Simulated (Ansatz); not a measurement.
# LaAl2B2: from the start to rest

Aim: in LaAl2B2, a structure type of another compound, with these elements put in, relax cell and atoms at 5 GPa, then read levels, charges and fields where it ends.

Computed, not measured: Ansatz 0.2.0, DFT, r2SCAN, no spin polarisation, plane waves, PAW.

**1. The system as given**

Symmetry: P-3m1, No. 164, trigonal system. The conventional cell has a = 3.915 Å, b = 3.915 Å, c = 6.390 Å, α = 90.00°, β = 90.00°, γ = 120.00°. B (site symmetry 3m) has 4 Al at 2.33 to 2.34 Å and 3 La at 2.85 Å as nearest neighbours. Al (site symmetry 3m) has 4 B at 2.33 to 2.34 Å as nearest neighbours. La (site symmetry -3m) has 6 B at 2.85 Å and 6 Al at 3.23 Å as nearest neighbours.

As a file:

```xyz
5
Lattice="1.9576 3.3907 0.0000 -1.9576 3.3907 0.0000 0.0000 0.0000 6.3900" Properties=species:S:1:pos:R:3 pbc="T T T"
B    -0.0002    2.2606    1.7376
B     0.0002    4.5209    4.6524
Al   -0.0002    2.2606    4.0813
Al    0.0002    4.5209    2.3087
La    0.0000    0.0000    0.0000
```

It starts from an earlier solution of the starting cell (checkpoint.read).

**2. Relaxing**

The input, input.yaml:

```yaml
crystal:
  lattice:
    - [1.957636, 3.390724, 0.0]
    - [-1.957636, 3.390724, 0.0]
    - [0.0, 0.0, 6.389994]
  atoms:
    - { symbol: B, position: [0.3333, 0.3334, 0.27192] }
    - { symbol: B, position: [0.6667, 0.6666, 0.72808] }
    - { symbol: Al, position: [0.3333, 0.3334, 0.6387] }
    - { symbol: Al, position: [0.6667, 0.6666, 0.3613] }
    - { symbol: La, position: [0.0, 0.0, 0.0] }
  symmetry: { tolerance: 0.0003 }
kpoints:
  mp_grid: { grid: [8, 8, 5], shift: [0, 0, 0] }
magnetization:
  spin_polarized: false
scf:
  occupations: { method: fermi_dirac }
  lower_state_search: "off"
hamiltonian:
  pseudopotentials: { kind: paw }
  xc: r2scan
basis:
  ecutwfc: 500
  fft_grid_basis: typed
relax:
  max_steps: 60
  cell: { p_target: 5.0 }
output:
  forces: true
  stress: true
  eigenvalues: true
  bader: true
  populations: true
  elf: true
  write_potential: true
  volumetric_format: npy
  dos:
    e_range: [-12, 8]
    de: 0.05
    projected: { site_lists: { Al: [Al], B: [B], La: [La] } }
checkpoint:
  read: saved_state
```

Launch:

```sh
ansatz run input.yaml --threads 2 --pin off --max-ram 2560MiB --backend cpu --events-out ev --progress --plain --runs-dir out
```

Standard output (excerpt; [...] marks lines left out):

```text
Warning: the atoms were moved onto the symmetric positions of the space group found under crystal.symmetry.tolerance 3.0e-4 (fractional; no operation is sought that the atoms, as they stand in a round, miss by more than twice it, and no atom is moved by as much as it), and the run uses [...]
Warning: RAYON_NUM_THREADS=2 ignored (pool sized by the plan → 2); use --threads N
La: projections on atomic orbitals take those of the free atom [Kr 4d10] 4f0 5s2 5p6 5d1 6s2, of charge +0.00 (hamiltonian.pseudopotentials.projection_atoms); the dataset's partial waves leave at most 1.9e-5 of an orbital's norm unspanned inside its sphere
[...]
Pseudopotentials: kind: paw
Pseudopotential: B, paw, valence charge 3, recommended cutoff 500 eV (meta_gga), B.paw.azcp
Pseudopotential: Al, paw, valence charge 3, recommended cutoff 500 eV (meta_gga), Al.paw.azcp
Pseudopotential: La, paw, valence charge 11, recommended cutoff 500 eV (meta_gga), La.paw.azcp
Functional definition: r2SCAN
[...]
Crystal: 5 atoms, lattice volume = 84.831 Å³
Basis set: ecut = 500 eV, 2177 PW (Γ), exchange–correlation on 120×120×192 points (64 copies of the dense FFT grid, shifted against one another)
Bands: 17, of which v1, the nominal top of the filled ones, is band 12 counted from 1 (11 counted from 0)
Symmetry: 12 space group operations
Space group: P-3m1 (ITA 164), of the structure as read, at distance tolerance 1.3e-3 Å
k-points: 40 of 320
[...]
SCF iter   1: F=-7659.384351 eV  HF=-7659.380435 eV  |F-HF|=3.92e-3  |Δ(HF+E_count)|=         —  Δρ=1.52e-3  dr2=2.73e-3  dr2_τ=5.01e-3  ethr=1.14e-5  ⟨swp⟩=2.0  Hψ=5484  notcnv=0
[...]
relax step   1: F+E_penalty+E_count = -7659.38527815 eV  Δ(F+E_penalty+E_count) = +0.000e0 eV  max|allowed force component| = 5.616e-1 eV/Å  Δτ_max = 0.0000 Å  P = -2.306 GPa  Ω = 84.831 Å³  (6 SCF iters, dr2 threshold 1.00e-7 eV, accepted)
[...]
relax step   2: F+E_penalty+E_count = -7659.53131092 eV  Δ(F+E_penalty+E_count) = -1.460e-1 eV  max|allowed force component| = 4.417e-1 eV/Å  Δτ_max = 0.0997 Å  P = +4.983 GPa  Ω = 79.002 Å³  energy of the carried Pulay correction = +8.285e-4 eV  (7 SCF iters, dr2 threshold 5.00e-7 eV, accepted)
[...]
SCF iter   5: F=-7659.578874 eV  HF=-7659.578873 eV  |F-HF|=5.09e-7  |Δ(HF+E_count)|=   1.70e-5  Δρ=4.18e-5  dr2=2.14e-6  dr2_τ=4.30e-8  ethr=2.25e-7  ⟨swp⟩=2.4  Hψ=1170  notcnv=0
```

**3. More of the same log**

The log, continued:

```text
SCF iter   6: F=-7659.578874 eV  HF=-7659.578874 eV  |F-HF|=1.16e-8  |Δ(HF+E_count)|=   6.72e-7  Δρ=1.27e-5  dr2=1.92e-7  dr2_τ=2.02e-9  ethr=2.17e-9  ⟨swp⟩=12.2  Hψ=5704  notcnv=0
SCF 3 converged in 6 iterations: F = -7659.578874 eV  dr2 = 1.92e-7
relax step   3: F+E_penalty+E_count = -7659.57887397 eV  Δ(F+E_penalty+E_count) = -4.756e-2 eV  max|allowed force component| = 1.981e-1 eV/Å  Δτ_max = 0.0591 Å  P = +3.540 GPa  Ω = 80.042 Å³  energy of the carried Pulay correction = +6.764e-4 eV  (6 SCF iters, dr2 threshold 5.00e-7 eV, accepted)
Crystal: 5 atoms, lattice volume = 78.876 Å³
iter 1 solved again at ethr=1.03e-4 eV; its pass at ethr=3.10e-3 eV (dr2=2.38e-2 eV) is discarded
SCF iter   1: F=-7659.536432 eV  HF=-7659.553755 eV  |F-HF|=1.73e-2  |Δ(HF+E_count)|=         —  Δρ=2.17e-3  dr2=2.39e-2  dr2_τ=2.13e-3  ethr=1.03e-4  ⟨swp⟩=1.1  Hψ=5983  notcnv=0
preconditioner: auto → Kerker (q_TF=auto, 2.222 Å⁻¹)  [metal: Δε(μ)=0.035 eV  Ē_g=9.929 eV  σ=0.100 eV  W_gap=0.09  n_scr=22 (ndim 8)  ℏωp=19.2 eV  f_vac=0.000  D(μ)=2.08/eV (n_scr^D=22)]
SCF iter   2: F=-7659.549100 eV  HF=-7659.555125 eV  |F-HF|=6.03e-3  |Δ(HF+E_count)|=   1.37e-3  Δρ=1.32e-3  dr2=7.17e-3  dr2_τ=2.91e-5  ethr=1.03e-4  ⟨swp⟩=2.1  Hψ=1034  notcnv=0
SCF iter   3: F=-7659.553410 eV  HF=-7659.553736 eV  |F-HF|=3.26e-4  |Δ(HF+E_count)|=   1.39e-3  Δρ=3.37e-4  dr2=4.44e-4  dr2_τ=2.33e-5  ethr=3.12e-5  ⟨swp⟩=2.0  Hψ=1051  notcnv=0
SCF iter   4: F=-7659.553679 eV  HF=-7659.553698 eV  |F-HF|=1.97e-5  |Δ(HF+E_count)|=   3.81e-5  Δρ=1.72e-4  dr2=5.58e-5  dr2_τ=3.53e-7  ethr=1.93e-6  ⟨swp⟩=2.2  Hψ=947  notcnv=0
SCF iter   5: F=-7659.553702 eV  HF=-7659.553702 eV  |F-HF|=1.91e-7  |Δ(HF+E_count)|=   3.80e-6  Δρ=3.51e-5  dr2=1.65e-6  dr2_τ=3.08e-8  ethr=2.42e-7  ⟨swp⟩=2.5  Hψ=1122  notcnv=0
SCF iter   6: F=-7659.553703 eV  HF=-7659.553703 eV  |F-HF|=2.17e-8  |Δ(HF+E_count)|=   3.89e-7  Δρ=1.13e-5  dr2=1.64e-7  dr2_τ=2.41e-9  ethr=2.17e-9  ⟨swp⟩=11.3  Hψ=5483  notcnv=0
SCF 4 converged in 6 iterations: F = -7659.553703 eV  dr2 = 1.64e-7
relax step   4: F+E_penalty+E_count = -7659.55370258 eV  Δ(F+E_penalty+E_count) = +2.517e-2 eV  max|allowed force component| = 1.843e-2 eV/Å  Δτ_max = 0.0189 Å  P = +5.249 GPa  Ω = 78.876 Å³  energy of the carried Pulay correction = +8.470e-4 eV  (6 SCF iters, dr2 threshold 5.00e-7 eV, accepted)
Crystal: 5 atoms, lattice volume = 79.017 Å³
iter 1 solved again at ethr=3.38e-7 eV; its pass at ethr=3.10e-3 eV (dr2=7.78e-5 eV) is discarded
SCF iter   1: F=-7659.558217 eV  HF=-7659.558154 eV  |F-HF|=6.33e-5  |Δ(HF+E_count)|=         —  Δρ=2.53e-4  dr2=7.07e-5  dr2_τ=2.92e-5  ethr=3.38e-7  ⟨swp⟩=2.4  Hψ=5720  notcnv=0
preconditioner: auto → Kerker (q_TF=auto, 2.221 Å⁻¹)  [metal: Δε(μ)=0.066 eV  Ē_g=9.934 eV  σ=0.100 eV  W_gap=0.16  n_scr=22 (ndim 8)  ℏωp=19.1 eV  f_vac=0.000  D(μ)=2.09/eV (n_scr^D=22)]
SCF iter   2: F=-7659.558230 eV  HF=-7659.558241 eV  |F-HF|=1.12e-5  |Δ(HF+E_count)|=   8.72e-5  Δρ=1.52e-4  dr2=2.88e-5  dr2_τ=1.67e-7  ethr=3.07e-7  ⟨swp⟩=2.5  Hψ=1178  notcnv=0
SCF iter   3: F=-7659.558235 eV  HF=-7659.558236 eV  |F-HF|=1.20e-6  |Δ(HF+E_count)|=   5.28e-6  Δρ=3.25e-5  dr2=2.74e-6  dr2_τ=3.14e-8  ethr=1.25e-7  ⟨swp⟩=2.0  Hψ=971  notcnv=0
SCF iter   4: F=-7659.558236 eV  HF=-7659.558236 eV  |F-HF|=1.00e-7  |Δ(HF+E_count)|=   1.64e-7  Δρ=1.52e-5  dr2=4.88e-7  dr2_τ=1.03e-8  ethr=2.17e-9  ⟨swp⟩=7.8  Hψ=5143  notcnv=0
SCF 5 converged in 4 iterations: F = -7659.558236 eV  dr2 = 4.88e-7
relax step   5: F+E_penalty+E_count = -7659.55823594 eV  Δ(F+E_penalty+E_count) = -4.533e-3 eV  max|allowed force component| = 2.749e-2 eV/Å  Δτ_max = 0.0007 Å  P = +4.979 GPa  Ω = 79.017 Å³  energy of the carried Pulay correction = +8.262e-4 eV  (4 SCF iters, dr2 threshold 5.00e-7 eV, accepted)
Crystal: 5 atoms, lattice volume = 79.018 Å³
iter 1 solved again at ethr=1.54e-7 eV; its pass at ethr=3.10e-3 eV (dr2=3.55e-5 eV) is discarded
SCF iter   1: F=-7659.558386 eV  HF=-7659.558398 eV  |F-HF|=1.28e-5  |Δ(HF+E_count)|=         —  Δρ=1.55e-4  dr2=3.62e-5  dr2_τ=3.72e-6  ethr=1.54e-7  ⟨swp⟩=2.1  Hψ=5534  notcnv=0
preconditioner: auto → Kerker (q_TF=auto, 2.221 Å⁻¹)  [metal: Δε(μ)=0.070 eV  Ē_g=9.936 eV  σ=0.100 eV  W_gap=0.17  n_scr=22 (ndim 8)  ℏωp=19.1 eV  f_vac=0.000  D(μ)=2.09/eV (n_scr^D=22)]
SCF iter   2: F=-7659.558399 eV  HF=-7659.558406 eV  |F-HF|=6.78e-6  |Δ(HF+E_count)|=   7.38e-6  Δρ=9.31e-5  dr2=1.12e-5  dr2_τ=5.30e-8  ethr=1.54e-7  ⟨swp⟩=1.7  Hψ=838  notcnv=0
SCF iter   3: F=-7659.558403 eV  HF=-7659.558404 eV  |F-HF|=1.05e-7  |Δ(HF+E_count)|=   2.27e-6  Δρ=1.03e-5  dr2=2.08e-7  dr2_τ=2.01e-8  ethr=4.89e-8  ⟨swp⟩=2.4  Hψ=947  notcnv=0
SCF iter   4: F=-7659.558404 eV  HF=-7659.558404 eV  |F-HF|=5.97e-9  |Δ(HF+E_count)|=   9.44e-9  Δρ=3.83e-6  dr2=1.13e-8  dr2_τ=2.16e-10  ethr=6.60e-10  ⟨swp⟩=9.5  Hψ=4837  notcnv=0
SCF 6 converged in 4 iterations: F = -7659.558404 eV  dr2 = 1.13e-8
relax step   6: F+E_penalty+E_count = -7659.55840354 eV  Δ(F+E_penalty+E_count) = -1.676e-4 eV  max|allowed force component| = 1.928e-3 eV/Å  Δτ_max = 0.0016 Å  P = +5.000 GPa  Ω = 79.018 Å³  energy of the carried Pulay correction = +8.260e-4 eV  (4 SCF iters, dr2 threshold 1.52e-7 eV, accepted)
Initial wavefunctions: pseudopotential atomic-orbital guess (no wavefunctions were taken with the density)
iter 1 solved again at ethr=1.35e-7 eV; its pass at ethr=3.10e-3 eV (dr2=3.11e-5 eV) is discarded
SCF iter   1: F=-7659.557732 eV  HF=-7659.557727 eV  |F-HF|=5.31e-6  |Δ(HF+E_count)|=         —  Δρ=7.59e-5  dr2=4.70e-7  dr2_τ=1.91e-6  ethr=1.35e-7  ⟨swp⟩=3.2  Hψ=6125  notcnv=0
SCF iter   2: F=-7659.557733 eV  HF=-7659.557732 eV  |F-HF|=1.05e-6  |Δ(HF+E_count)|=   5.15e-6  Δρ=4.03e-5  dr2=1.36e-7  dr2_τ=1.93e-7  ethr=2.04e-9  ⟨swp⟩=2.0  Hψ=1140  notcnv=0
SCF iter   3: F=-7659.557733 eV  HF=-7659.557733 eV  |F-HF|=6.14e-9  |Δ(HF+E_count)|=   1.09e-6  Δρ=1.97e-6  dr2=2.41e-9  dr2_τ=5.12e-10  ethr=5.93e-10  ⟨swp⟩=2.0  Hψ=1140  notcnv=0
SCF iter   4: F=-7659.557733 eV  HF=-7659.557733 eV  |F-HF|=2.73e-12  |Δ(HF+E_count)|=   7.35e-9  Δρ=5.13e-7  dr2=3.19e-10  dr2_τ=2.21e-11  ethr=1.05e-11  ⟨swp⟩=2.0  Hψ=1143  notcnv=0
SCF iter   5: F=-7659.557733 eV  HF=-7659.557733 eV  |F-HF|=3.09e-11  |Δ(HF+E_count)|=  1.21e-10  Δρ=1.36e-7  dr2=5.85e-11  dr2_τ=1.07e-12  ethr=1.00e-12  ⟨swp⟩=7.4  Hψ=3632  notcnv=0
SCF iter   6: F=-7659.557733 eV  HF=-7659.557733 eV  |F-HF|=3.64e-12  |Δ(HF+E_count)|=  5.46e-12  Δρ=4.43e-8  dr2=2.50e-12  dr2_τ=2.14e-13  ethr=1.00e-12  ⟨swp⟩=5.8  Hψ=2798  notcnv=0
SCF 7 converged in 6 iterations: F = -7659.557733 eV  dr2 = 2.50e-12
relax step   7: F+E_penalty+E_count = -7659.55773280 eV  Δ(F+E_penalty+E_count) = +6.707e-4 eV  max|allowed force component| = 2.010e-3 eV/Å  Δτ_max = 0.0000 Å  P = +5.001 GPa  Ω = 79.018 Å³  stress off target by 5.94e-3 GPa  SCF on the basis re-selected at this cell (its energy is not comparable with the rows above)  (6 SCF iters)
basis re-selected at this cell: Δ(F+E_penalty+E_count) = +6.707e-4 eV, ΔP = +0.000 GPa vs the last step (what re-selecting the basis moved, of the pressure what is left beyond the Pulay correction that the steps carried, after the strain that the cell walked since its last selection, with what the two solves' SCF thresholds leave and, on support functions, any second-order correction that the steps lacked; it is no measure of the basis error at this ecutwfc). This SCF's stress stands 5.94e-3 GPa from its target on what of the cell is left free (relax.cell.stress_tol is 5.00e-2 GPa) and its largest allowed force component is 2.01e-3 eV/Å (relax.f_tol is 1.00e-2 eV/Å): within both
SCF converged after 6 iterations
Free energy (F): -7659.557733 eV
Harris-Foulkes:  -7659.557733 eV  (|F-HF|=3.64e-12)
Internal energy: -7659.487275 eV  (E = F + TS)
E sigma→0 (E₀):  -7659.522504 eV
Entropy (-TS):   -0.070458 eV (-14.092 meV/atom)
Fermi energy:    9.457613 eV
--- Per-component energies (eV) ---
  E_band       = -0.602967
  E_kinetic    = 335.099409
  E_local      = -404.857042  (includes V_loc(G=0)·N_el)
  E_nonlocal   = 137.645803
  E_hartree    = 149.115709
  E_xc         = -269.044257
  E_vxc        = -305.204954  (∫ρ·V_xc dr)
  E_paw        = -6544.460205  (= ΣΔE_a)
  E_vpaw       = -75.655482  (= ΣTr[D̂ρ^β])
  E_aug_tail   = -0.000004  (compensation charges beyond the density's cutoff)
  E_vtau       = 14.137870  (kinetic-family band-sum trace: ∫τ·v_τ [+ j·A + Jᵃ·Aᵃ] dr)
  E_ewald      = -1062.898101
  E_core_change = -0.088588  (= ΣΔE_core)
  E_smearing   = -0.070458  (= −TS)
  E_closure    = 0.000000  (closes the sum)
  Σ components = -7659.557733   (vs F -7659.557733, Δ=0.00e0)
--- Forces (eV/Å), atoms counted from 1 ---
  atom   1  B     -0.00000000    -0.00000000    -0.00036541
  atom   2  B      0.00000000     0.00000000     0.00036541
  atom   3  Al    -0.00000000    -0.00000000    -0.00201024
  atom   4  Al     0.00000000     0.00000000     0.00201024
  atom   5  La     0.00000000    -0.00000000     0.00000000
  max |Σ_I F_I| component: 3.70e-17 eV/Å
--- Stress (GPa, compression-positive) ---
        4.998007       0.000000      -0.000000
        0.000000       4.998007       0.000000
        0.000000       0.000000       5.005942
  P = ⅓ Tr σ = 5.0007 GPa (50.007 kbar)
--- Band table (eV; the first three rows and the last of 40) ---
  k-point 0: bands = ["-23.2904", "-7.0181", "-6.0791", "-6.0791", "-1.3678", "2.6188", "5.4227", "8.7407", "8.7407", "10.3428", "10.3428", "10.3676", "10.9004", "11.7918", "12.7317", "12.7317", "12.9272"]
  k-point 1: bands = ["-23.2904", "-7.0316", "-6.0791", "-6.0791", "-1.2042", "2.1431", "5.9944", "8.8407", "8.8407", "9.5208", "10.0953", "10.0953", "11.5198", "11.8239", "12.5855", "12.5855", "13.0117"]
  k-point 2: bands = ["-23.2903", "-7.0530", "-6.0790", "-6.0790", "-0.8686", "1.4486", "7.0961", "8.3736", "9.1237", "9.1237", "9.6144", "9.6144", "11.8843", "11.9483", "12.4211", "12.4211", "13.0601"]
  k-point 39: bands = ["-23.1097", "-7.1798", "-6.8238", "-6.5785", "1.5058", "2.3137", "5.2871", "5.5888", "6.0896", "7.6420", "7.7106", "8.5338", "11.2490", "12.1665", "12.7231", "13.0010", "13.2494"]
--- Relaxed structure (6 steps of the walk, 6 accepted, 1 SCFs on fresh bases) ---
  F+E_penalty+E_count = -7659.55773280 eV   max|allowed force component| = 2.010e-3 eV/Å   (the final SCF, on the basis selected at the relaxed cell)
  cell:  # Å, volume = 79.0184 Å³
    - [1.8618624403625754, 3.2248403434121595, -3.615126797360283e-33]
    - [-1.8618624403625754, 3.2248403434121595, -5.674485481738475e-33]
    - [3.921185264718203e-33, -1.0331768838306055e-32, 6.580252003418029]
  atoms:
    - { symbol: B, position: [0.33333333333333326, 0.33333333333333326, 0.28459419917533785] }
    - { symbol: B, position: [0.6666666666666665, 0.6666666666666665, 0.7154058008246624] }
    - { symbol: Al, position: [0.33333333333333326, 0.33333333333333326, 0.627473385964757] }
    - { symbol: Al, position: [0.6666666666666665, 0.6666666666666665, 0.3725266140352432] }
    - { symbol: La, position: [-1.44438903270868e-33, 1.54473561727182e-33, -3.2576997273740304e-19] }
--- Löwdin populations: 5 sites ---
  site symbol       q [e]
     0      B      3.7908
     1      B      3.7908
     2     Al      2.4141
     3     Al      2.4141
     4     La     10.4925
  spilling = 0.004248 (of n_electrons = 23.000000)
--- Bader charges: 5 sites ---
  site symbol  charge [e]  shift [e]
     0      B     -2.6995     0.0010
     1      B     -2.6995     0.0010
     2     Al      1.9790     0.0010
     3     Al      1.9790     0.0010
     4     La      1.4410     0.0000
  estimated error of the sums over rays = 6.7e-4 e
```

Run time: 53 s. Hardware: 2 threads of Intel Xeon Platinum 8375C at 2.90GHz (Ice Lake), shared host; peak memory 0.66 GiB.

Relaxation path:

| step | energy from step 1 (eV/cell) | largest force component (eV/Å) | pressure (GPa) | volume (Å³) |
| --- | --- | --- | --- | --- |
| 1 | 0.0000 | 0.5616 | -2.31 | 84.83 |
| 2 | -0.1460 | 0.4417 | 4.98 | 79.00 |
| 3 | -0.1936 | 0.1981 | 3.54 | 80.04 |
| 4 | -0.1684 | 0.0184 | 5.25 | 78.88 |
| 5 | -0.1730 | 0.0275 | 4.98 | 79.02 |
| 6 | -0.1731 | 0.0019 | 5.00 | 79.02 |
| 7 | -0.1725 | 0.0020 | 5.00 | 79.02 |

Step 1 is the start. Step 7 repeats the geometry before on a plane-wave basis chosen anew for that cell, so the energy can jump there without any move; the table keeps such jumps.

| input's cell | before | after | change |
| --- | --- | --- | --- |
| a (Å) | 3.915 | 3.724 | -4.9 % |
| b (Å) | 3.915 | 3.724 | -4.9 % |
| c (Å) | 6.390 | 6.580 | +3.0 % |
| volume (Å³/atom) | 16.97 | 15.80 | -6.9 % |

The largest move, 0.08 Å, apart from the change of the cell, is shared by several atoms, B1 among them.

At a target of 5 GPa the walk lowers the enthalpy E + PV, so the energy alone may rise.

**4. Density of states**

States per cell by energy window, from dos.tsv and pdos.tsv (tetrahedra; eV from the Fermi level):

| from | to | total | Al p | B s | B p | La d | La f |
| --- | --- | --- | --- | --- | --- | --- | --- |
| -8.0 | -7.0 | 0.67 | 0.22 | 0.26 | 0.03 | 0.04 | 0.00 |
| -7.0 | -6.0 | 1.43 | 0.50 | 0.62 | 0.05 | 0.12 | 0.01 |
| -6.0 | -5.0 | 0.21 | 0.03 | 0.01 | 0.08 | 0.04 | 0.00 |
| -5.0 | -4.0 | 1.18 | 0.15 | 0.07 | 0.49 | 0.14 | 0.01 |
| -4.0 | -3.0 | 1.92 | 0.34 | 0.20 | 0.77 | 0.25 | 0.02 |
| -3.0 | -2.0 | 1.79 | 0.46 | 0.12 | 0.75 | 0.25 | 0.02 |
| -2.0 | -1.0 | 2.78 | 0.70 | 0.07 | 1.34 | 0.45 | 0.04 |
| -1.0 | 0.0 | 3.18 | 0.47 | 0.07 | 1.67 | 0.70 | 0.10 |
| 0.0 | 1.0 | 1.23 | 0.10 | 0.02 | 0.69 | 0.28 | 0.08 |
| 1.0 | 2.0 | 1.46 | 0.10 | 0.04 | 0.36 | 0.68 | 0.18 |
| 2.0 | 3.0 | 2.17 | 0.20 | 0.07 | 0.24 | 0.61 | 0.86 |

**5. Charges**

By element, from the tables in the log (a charge is positive for electrons lost): Löwdin charges also hold the electrons that the projection spills.

| element | atoms | Bader charge (e) | Bader volume (Å³) | Löwdin charge (e) |
| --- | --- | --- | --- | --- |
| B | 2 | -2.70 | 22.6 | -0.79 |
| Al | 2 | +1.98 | 6.5 | +0.59 |
| La | 1 | +1.44 | 20.7 | +0.51 |

**6. Maps of the fields**

Maps in the plane spanned by a and b at height 0.715 along c (axes of the input's cell), one cell: a runs left to right (11 points from zero), b bottom to top (11 points), 60° apart. Inside the augmentation spheres the fields are the smooth ones.

Valence density. Values in e/Å³, 11 rows by 11 columns:
```
0.07 0.07 0.11 0.18 0.32 0.48 0.57 0.48 0.32 0.18 0.11
0.11 0.09 0.11 0.18 0.32 0.54 0.68 0.68 0.54 0.32 0.18
0.19 0.14 0.14 0.19 0.32 0.54 0.61 0.40 0.61 0.54 0.32
0.30 0.21 0.18 0.21 0.30 0.48 0.68 0.40 0.40 0.68 0.48
0.40 0.29 0.21 0.21 0.29 0.40 0.57 0.68 0.61 0.68 0.57
0.40 0.32 0.21 0.16 0.21 0.32 0.40 0.48 0.54 0.54 0.48
0.30 0.29 0.21 0.12 0.12 0.21 0.29 0.30 0.32 0.32 0.32
0.19 0.21 0.21 0.16 0.12 0.16 0.21 0.21 0.19 0.18 0.18
0.11 0.14 0.18 0.21 0.21 0.21 0.21 0.18 0.14 0.11 0.11
0.07 0.09 0.14 0.21 0.29 0.32 0.29 0.21 0.14 0.09 0.07
0.06 0.07 0.11 0.19 0.30 0.40 0.40 0.30 0.19 0.11 0.07
```

ELF. Ten even steps from '0' (0.01) to '9' (0.87):
```
00258999852
21257755775
63368720278
96469950059
99559995259
99515999779
99500599878
66510156655
23455554322
01369996310
00269999620
```

Atoms within 0.2 Å of the plane, in fractions of a and b: B at (0.67, 0.67).

At the density minimum on some short contacts:

| contact | length (Å) | minimum at (fraction) | density (e/Å³) | ELF |
| --- | --- | --- | --- | --- |
| B1–Al4 | 2.226 | none clear | – | – |

**7. Outcome**

| quantity | value |
| --- | --- |
| moves | 5 |
| largest move | 0.08 Å (B) |
| space group (0.01 Å), before / after | P-3m1 / P-3m1 |
| cell | a = 3.724 Å, b = 3.724 Å, c = 6.580 Å, α = 90.00°, β = 90.00°, γ = 60.00° |
| volume | 15.80 Å³/atom (-6.9 %) |
| pressure at the end | 5.00 GPa |
| character | metal |
| density of states, mean within 0.25 eV of the Fermi level | 2.5 per eV per cell |
| Bader charges | B -2.70, Al +1.98, La +1.44 e |

What this shows: The volume shrank by 6.9 %, and the largest move of an atom is 0.08 Å apart from the change of the cell. With 12 symmetry operations imposed, the end may be a saddle point towards distortions that break them. It is a metal; within 0.25 eV of the Fermi level the density of states averages 2.5 per eV per cell, mostly B p (58 %) and La d (21 %). By Bader's partition Al gives up most (+1.98 e) and B takes most (-2.70 e).
